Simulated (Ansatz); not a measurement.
# Nudged elastic band run: H$_{4}$W$_{8}$C$_{9}$

Input file:

```yaml
crystal:
  lattice:
    - [5.8072, 0.0, 0.0]
    - [-2.9036, 5.029183, 0.0]
    - [0.0, 0.0, 15.242]
  atoms:
    - { symbol: W, position: [0.0, 0.0, 0.0656082] }
    - { symbol: C, position: [0.33331237, 0.16668218, 0.15199903] }
    - { symbol: W, position: [-0.00015953, -0.00016617, 0.25323992] }
    - { symbol: C, position: [0.33330627, 0.16652852, 0.32581328] }
    - { symbol: W, position: [0.0, 0.5, 0.0656082] }
    - { symbol: C, position: [0.3333053, 0.66661467, 0.15201917] }
    - { symbol: W, position: [3.76e-05, 0.50009302, 0.25328324] }
    - { symbol: C, position: [0.33356166, 0.667041, 0.32603352] }
    - { symbol: W, position: [0.5, 0.0, 0.0656082] }
    - { symbol: C, position: [0.8333767, 0.1666898, 0.15200702] }
    - { symbol: W, position: [0.4999973, -6.476e-05, 0.25306926] }
    - { symbol: C, position: [0.83309734, 0.16649528, 0.32590998] }
    - { symbol: W, position: [0.5, 0.5, 0.0656082] }
    - { symbol: C, position: [0.83334298, 0.66667857, 0.15205001] }
    - { symbol: W, position: [0.50008508, 0.50013732, 0.25325851] }
    - { symbol: C, position: [0.83326737, 0.66663283, 0.32617535] }
    - { symbol: C, position: [0.548888, 0.15679706, 0.52463724] }
    - { symbol: H, position: [0.70440702, 0.32577114, 0.4881601] }
    - { symbol: H, position: [0.35363604, 0.11832363, 0.50194891] }
    - { symbol: H, position: [0.56656847, -0.0195894, 0.51236239] }
    - { symbol: H, position: [0.57000646, 0.20241784, 0.59494275] }
basis:
  ecutwfc: 420.0
kpoints:
  mp_grid: { grid: [5, 5, 1] }
hamiltonian:
  xc: pbe
  dispersion: d3bj
scf:
  occupations: { method: fermi_dirac, width: 0.15 }
  lower_state_search: "off"
neb:
  images: 5
  f_tol: 0.05
  initial_path: linear
  max_iterations: 80
  spring: 10.0
  constraints: [{ sites: [0, 4, 8, 12] }]
  final_atoms:
    - { symbol: W, position: [0.0, 0.0, 0.0656082] }
    - { symbol: C, position: [0.33330529, 0.16661464, 0.15201917] }
    - { symbol: W, position: [3.759e-05, 9.299e-05, 0.25328324] }
    - { symbol: C, position: [0.33356165, 0.16704097, 0.32603352] }
    - { symbol: W, position: [0.0, 0.5, 0.0656082] }
    - { symbol: C, position: [0.33331236, 0.66668215, 0.15199903] }
    - { symbol: W, position: [-0.00015954, 0.4998338, 0.25323992] }
    - { symbol: C, position: [0.33330626, 0.66652849, 0.32581328] }
    - { symbol: W, position: [0.5, 0.0, 0.0656082] }
    - { symbol: C, position: [0.83334297, 0.16667854, 0.15205001] }
    - { symbol: W, position: [0.50008507, 0.00013729, 0.25325851] }
    - { symbol: C, position: [0.83326736, 0.1666328, 0.32617535] }
    - { symbol: W, position: [0.5, 0.5, 0.0656082] }
    - { symbol: C, position: [0.83337669, 0.66668977, 0.15200702] }
    - { symbol: W, position: [0.49999729, 0.49993521, 0.25306926] }
    - { symbol: C, position: [0.83309733, 0.66649525, 0.32590998] }
    - { symbol: C, position: [0.54888799, 0.65679703, 0.52463724] }
    - { symbol: H, position: [0.70440701, 0.82577111, 0.4881601] }
    - { symbol: H, position: [0.35363603, 0.6183236, 0.50194891] }
    - { symbol: H, position: [0.56656846, 0.48041057, 0.51236239] }
    - { symbol: H, position: [0.57000645, 0.70241781, 0.59494275] }
  order_check: true
```

Command:

```bash
$ ansatz run input.yaml --threads 4 --pin off --max-ram 10240MiB --backend cpu --events-out ev --progress --plain --runs-dir out
```

Output, in part (warnings, iteration lines):

```
NEB end point (image 0): max|allowed force component| = 7.049e-3 eV/Å (the criterion of neb.relax_end_points is 1.000e-2)
NEB end point (image 6): max|allowed force component| = 7.049e-3 eV/Å (the criterion of neb.relax_end_points is 1.000e-2)
NEB iter   1: max|band force component| = 5.341e-2 eV/Å  barrier→ = 0.0067 eV  barrier← = 0.0067 eV  CI = image 3  Δτ_max = 0.1313 Å  (63 SCF iters)
NEB iter   2: max|band force component| = 2.061e-1 eV/Å  barrier→ = 0.0049 eV  barrier← = 0.0049 eV  CI = image 2  Δτ_max = 0.1267 Å  (31 SCF iters)
NEB iter   3: max|band force component| = 1.761e-2 eV/Å  barrier→ = 0.0047 eV  barrier← = 0.0047 eV  CI = image 2  CI's point: of a kind that is not told: the force calls were inconclusive, a negative curvature could not be distinguished from the path's own, the only one lies far off the path, or fixed occupations may fill a level only in part  Δτ_max = 0.0000 Å  (345 SCF iters)
```

The run converged. The top lies less than 8 meV above the higher end, about what the thresholds resolve: the motion is nearly free. By the program's own check the climbing image is of a kind that is not told: the force calls were inconclusive, a negative curvature could not be distinguished from the path's own, the only one lies far off the path, or fixed occupations may fill a level only in part (lowest curvatures found: -0.01 and 0.01 eV/Å²). Limits of this set-up: coarse k mesh, thin slab, slab without dipole correction, a typed lattice constant that wasn't relaxed here.

Final band:

```csv
image,path coordinate (Å),energy (eV)
0,0.00,0.000
1,1.12,0.002
2,2.24,0.005
3,3.32,0.003
4,4.40,0.001
5,5.47,0.000
6,6.55,0.000
```

Run time: 9.4 min on 4 threads of Intel(R) Xeon(R) Platinum 8488C (Sapphire Rapids), with other jobs on the host, peak memory 4.2 GiB.
